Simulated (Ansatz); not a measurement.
**WC4: one candidate of a structure search**

The task: take a trial cell of WC4 to zero force and stress.

Program: Ansatz 0.2.0. Level of theory: DFT PBE, scalar-relativistic, plane waves, PAW. These are calculated values, not measurements.

## (1) Starting point

It takes space group Pm-3m (No. 221, cubic). Conventional cell: a = 4.310 Å, b = 4.310 Å, c = 4.310 Å, α = 90.00°, β = 90.00°, γ = 90.00°. Around W (site symmetry m-3m) lie 6 C at 2.15 Å. C (site symmetry 4/mmm) is surrounded by 2 W at 2.15 Å. C (site symmetry m-3m) has 12 C at 3.05 Å as nearest neighbours.

Coordinates:

```
W C
1.0
     4.30951    0.00000    0.00000
     0.00000    4.30951    0.00000
     0.00000    0.00000    4.30951
W C
1 4
Direct
  0.50000 0.50000 0.50000
  0.00000 0.50000 0.50000
  0.50000 0.00000 0.50000
  0.50000 0.50000 0.00000
  0.00000 0.00000 0.00000
```

Recipe of the guess: random cell by space group and Wyckoff sites (Pm-3m, No. 221). Lengths come from tabulated atomic sizes and are only a guess.

## (2) Probe: one point on a coarse mesh

Contents of input.yaml:

```yaml
crystal:
  lattice:
    - [4.30951449, 0.0, 0.0]
    - [0.0, 4.30951449, 0.0]
    - [0.0, 0.0, 4.30951449]
  atoms:
    - { symbol: W, position: [0.5, 0.5, 0.5] }
    - { symbol: C, position: [0.0, 0.5, 0.5] }
    - { symbol: C, position: [0.5, 0.0, 0.5] }
    - { symbol: C, position: [0.5, 0.5, 0.0] }
    - { symbol: C, position: [0.0, 0.0, 0.0] }
basis:
  ecutwfc: 420
kpoints:
  mp_grid: { grid: [4, 4, 4] }
hamiltonian:
  xc: pbe
scf:
  occupations: { method: gaussian, width: 0.1 }
  lower_state_search: "off"
output:
  forces: true
  stress: true
  eigenvalues: true
```

On the command line:

```console
> ansatz run input.yaml --threads 1 --pin off --max-ram 2560MiB --backend cpu --events-out ev --progress --plain --runs-dir out
```

Further runs follow: a loose first relaxation; final relaxation.

**Question.** What will these runs give? Wanted: conventional cell; volume; energy over the elements; gap on the mesh.

As calculated:

```
                              quantity                                                                      value
symmetry at the end (tolerance 0.05 Å)                                                space group Pm-3m (No. 221)
                     conventional cell  a = 4.088 Å, b = 4.088 Å, c = 4.088 Å, α = 90.00°, β = 90.00°, γ = 90.00°
                                volume                                                              13.66 Å³/atom
              energy over the elements                                                              +3.22 eV/atom
                       gap on the mesh                                                               none (metal)
```

In words: The space group Pm-3m (No. 221) is kept, and the volume per atom shrinks by 14.7 % from the first guess. With a positive formation energy it can't be a ground state. No finished test with a distortion of lower symmetry is shown, so the end may be a saddle point. Spin-orbit coupling is left out for W.
